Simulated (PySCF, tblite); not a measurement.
# C₄H₁₀NOSi₂ radical: geometry, infrared bands and EPR parameters

Aim: predict the infrared bands and EPR parameters of C₄H₁₀NOSi₂ radical (`CC#C[SiH2]N([SiH3])C[O]`).

Computed with tblite 0.8.0 and PySCF 2.14.0, with density-fitted response routines of our own, on a single molecule in the gas phase. Atoms count from 0, in the outputs and in this text.

### 1 The molecule as given

18 atoms, charge 0, multiplicity 2; geometry from: force field or distance geometry start.

Bonds of the start (Å): C0–C1 1.48, C1–C2 1.19, C2–Si3 1.84, Si3–N4 1.79, N4–Si5 1.81, N4–C6 1.46, C6–O7 1.39, C0–H8 1.11, C0–H9 1.10, C0–H10 1.11, Si3–H11 1.48, Si3–H12 1.48, Si5–H13 1.46, Si5–H14 1.47, Si5–H15 1.47, C6–H16 1.12, C6–H17 1.10.

### 2 Geometry optimisation with GFN2-xTB

The job: settings as JSON, then the geometry in Å.

```
{"job": {"kind": "relax", "xc": "GFN2-xTB", "basis": "xTB"}, "charge": 0, "multiplicity": 2}
C      4.010700    -0.090500    -0.263300
C      2.617700     0.020200     0.216000
C      1.500200     0.078000     0.633100
Si    -0.234400     0.214400     1.226100
N     -1.251600     0.428400    -0.237200
Si    -1.816300    -1.205500    -0.765200
C     -2.427900     1.158500     0.240000
O     -3.329900     1.419800    -0.781200
H      3.986800     0.314700    -1.299800
H      4.303000    -1.147500    -0.223400
H      4.719800     0.482000     0.370000
H     -0.644900    -0.984200     1.989200
H     -0.420200     1.428800     2.058000
H     -3.117100    -0.994900    -1.403800
H     -1.949100    -2.045000     0.430500
H     -0.855600    -1.805500    -1.708400
H     -2.962100     0.598600     1.050400
H     -2.137900     2.136100     0.662900
```

Launch:

```console
$ OMP_NUM_THREADS=1 python probes_run.py task.json out
```

This one command runs all jobs of the session in turn.

**Question.** This job is followed by: GFN2-xTB harmonic vibrations, gas phase; UKS B3LYP, pcH-1 on C H N O Si, non-relativistic, mean-field spin-orbit, GIAO. Predict these results of the whole session: strongest single infrared mode (GFN2-xTB); zero-point energy (GFN2-xTB); g(iso) (B3LYP); ⟨S²⟩; largest a(iso); potential on the surface of density 0.002 e/bohr³, 1st and 99th percentile.

**Answer**, as computed:

| quantity | value |
| --- | --- |
| strongest single infrared mode (GFN2-xTB) | 2155 cm⁻¹, 424 km/mol |
| zero-point energy (GFN2-xTB) | 75.4 kcal/mol |
| g(iso) (B3LYP) | 2.00491 |
| ⟨S²⟩ | 0.754 (exact 0.75) |
| largest a(iso) | 1H on H17, 232.4 MHz |
| potential on the surface of density 0.002 e/bohr³, 1st and 99th percentile | -1.19 V and 1.26 V |

What this shows: Over 218 steps the energy fell by 1.911 eV; of the close pairs, Si5–O7 changed most, 3.030 to 1.634 Å. That is a new bond, so the results belong to the closed-up structure, not to the formula as drawn. The frame itself reshapes: Si5···O7 goes from 3.03 to 1.63 Å, N4···Si5 goes from 1.81 to 2.86 Å. No mode is imaginary among the 48: a minimum at this level. The strongest single mode, at 2155 cm⁻¹, moves mainly H12. Unscaled tight-binding wavenumbers are off by several per cent, some by more. Its intensities can rank the bands wrongly. The structure rearranged or came apart on optimisation; the results belong to the end geometry, not to the formula as drawn. Most of the unpaired spin sits on N4 (0.84 e). The isotropic g lies 2.6 ppt above the free-electron value. These values are for one conformer; the search (at its own cheap level) found 2 more, at 0.40, 10.88 kcal/mol, and measured spectra average over such forms.
